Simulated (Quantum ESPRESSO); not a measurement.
NbTe under changes of volume

One of the cells (21.934 Å³/atom); the others are scaled copies at fixed shape and fractional positions:

```
Te Nb
1.0
     3.70297    0.00000    0.00000
    -1.85149    3.20687    0.00000
     0.00000    0.00000    3.69421
Te Nb
1 1
Cartesian
  1.8515 1.0690 0.0000
  0.0000 0.0000 1.8471
```

The cell comes from a database or a generator and needn't be the stable form of this composition.

```yaml
Program: Quantum ESPRESSO 7.5
Functional: LDA
Potentials_or_basis: GBRV 1.5 LDA
Cutoff: 612 eV
Density_cutoff: 4898 eV
k_mesh: 8 × 8 × 7
Occupations: fermi-dirac, width 0.05 eV
Spin: no spin polarisation
```

| volume (Å³/atom) | energy over the lowest point (meV/atom) | pressure (GPa) |
| --- | --- | --- |
| 20.618 | 0.00 | 1.2 |
| 21.057 | 0.52 | -1.8 |
| 21.496 | 8.89 | -4.5 |
| 21.934 | 24.13 | -6.9 |
| 22.373 | 45.46 | -9.0 |
| 22.812 | 72.25 | -10.8 |
| 23.250 | ? | ? |

Question: What does the run at 23.250 Å³/atom give?

Answer: Energy over the lowest point 103.84 meV/atom; pressure -12.5 GPa.

Worked out: A Birch-Murnaghan fit of order 3 (a polynomial in V^(-2/3)) to the other rows has its minimum at 20.81 Å³/atom with B0 = V·E''(V) = 145 GPa and B' = 4.9 at fixed shape and positions, which overstates the stiffness. It gives 103.70 meV/atom at 23.250 Å³/atom, against the run's 103.84, and -dE/dV = -12.3 GPa, against -12.5.

Energies are extrapolated to zero smearing.
